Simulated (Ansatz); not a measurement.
**CH5AlOS: up Jacob's ladder to CCSD(T)**

One table from this session's results is given with a row withheld; the runs are named, their logs left out.

The runs use Ansatz 0.2.0, Gaussian basis; functionals in def2-TZVPP, the program's frozen cores in correlated methods.

The runs, in order: LDA (SPW92), PBE-D4, revPBE-D4, BLYP-D4, r2SCAN-D4, B97M-V, PBE0-D4, B3LYP-D4, r2SCANh-D4, r2SCAN0-D4, HSE06-D4, BHLYP-D4, CAM-B3LYP-D4, LC-ωPBE, ωB97X-V, ωB97M-V, B2PLYP, PBE-QIDH; CCSD(T)/def2-SVP; CCSD(T)/def2-TZVPP; MP2/def2-QZVPP; extrapolation to the limit; RPA on PBE.

### The relaxed structure

An earlier PBE0-D4 in a triple-zeta def2 set relaxation fixed the geometry.

SMILES `C[O][AlH][SH]`, 9 atoms, charge 0, spin multiplicity 1.

Atoms are counted from 1 here; the program's logs count them from 0.

Bond lengths: C1–O2 1.394 Å, C1–H5 1.098 Å, C1–H6 1.095 Å, C1–H7 1.095 Å, O2–Al3 1.679 Å, Al3–S4 2.185 Å, Al3–H8 1.569 Å, S4–H9 1.345 Å. Angles: O2–C1–H5 112.7°, O2–C1–H6 110.2°, O2–C1–H7 110.1°, H5–C1–H6 107.8°, H5–C1–H7 107.8°, H6–C1–H7 108.0°, C1–O2–Al3 138.3°, O2–Al3–S4 120.8°, O2–Al3–H8 118.9°, S4–Al3–H8 120.3°, Al3–S4–H9 93.5°.

Geometry (Å):

```xyz
9

C     0.6129    1.2881    0.1633
O     0.2074    0.3899   -0.8228
Al   -0.5032   -1.1281   -0.9206
S    -1.0453   -2.2288    0.8879
H     0.4002    0.9283    1.1786
H     1.6903    1.4680    0.0899
H     0.1001    2.2464    0.0331
H    -0.7738   -1.7485   -2.3360
H    -0.6000   -1.2619    1.7096
```

Set-up of the first run:

The input, in.yaml:

```yaml
crystal:
  periodic: [false, false, false]
  atoms:
    - {symbol: C, position_ang: [0.612885, 1.288127, 0.163288]}
    - {symbol: O, position_ang: [0.207427, 0.389893, -0.822804]}
    - {symbol: Al, position_ang: [-0.503235, -1.128147, -0.920584]}
    - {symbol: S, position_ang: [-1.045342, -2.228805, 0.887864]}
    - {symbol: H, position_ang: [0.400171, 0.928333, 1.178614]}
    - {symbol: H, position_ang: [1.690251, 1.468046, 0.089941]}
    - {symbol: H, position_ang: [0.100062, 2.246446, 0.033053]}
    - {symbol: H, position_ang: [-0.773814, -1.748520, -2.335996]}
    - {symbol: H, position_ang: [-0.600003, -1.261873, 1.709624]}
basis:
  gaussian: {orbitals: def2-TZVPP}
hamiltonian: {xc: lda}
output: {orbitals: {seedname: orbitals}}
```

Among the steps run: LDA; PBE-D4 (GGA); revPBE-D4 (GGA); BLYP-D4 (GGA); r2SCAN-D4 (meta-GGA); B97M-V (meta-GGA); PBE0-D4 (hybrid); B3LYP-D4 (hybrid); r2SCANh-D4 (hybrid); r2SCAN0-D4 (hybrid); HSE06-D4 (hybrid); BHLYP-D4 (hybrid); CAM-B3LYP-D4 (range-separated); LC-ωPBE-D4 (range-separated; the results give it without D4); ωB97X-V (range-separated); ωB97M-V (range-separated); B2PLYP (double hybrid); PBE-QIDH (double hybrid).

One of the session's tables, all rows but one given; the rest of the session is left out.

It belongs to the step «Orbital energies across the functionals». 

```
  functional  HOMO (eV)  gap (eV)
 LDA (SPW92)      -6.57      5.02
      PBE-D4      -6.45      5.12
   revPBE-D4      -6.40      5.16
     BLYP-D4      -6.27      5.07
   r2SCAN-D4      -6.75      5.76
      B97M-V          ?         ?
     PBE0-D4      -7.70      7.12
    B3LYP-D4      -7.43      6.66
  r2SCANh-D4      -7.21      6.48
  r2SCAN0-D4      -7.90      7.53
    HSE06-D4      -7.30      6.36
    BHLYP-D4      -8.76      8.95
CAM-B3LYP-D4      -9.00      9.36
     LC-ωPBE     -10.44     11.86
     ωB97X-V     -10.06     11.37
     ωB97M-V      -9.90     10.93
```

**Question.** Estimate the row for B97M-V.

**Answer.** HOMO (eV): -6.82; gap (eV): 5.65. In the column «HOMO (eV)» it lies between r2SCANh-D4 (-7.21) and r2SCAN-D4 (-6.75).
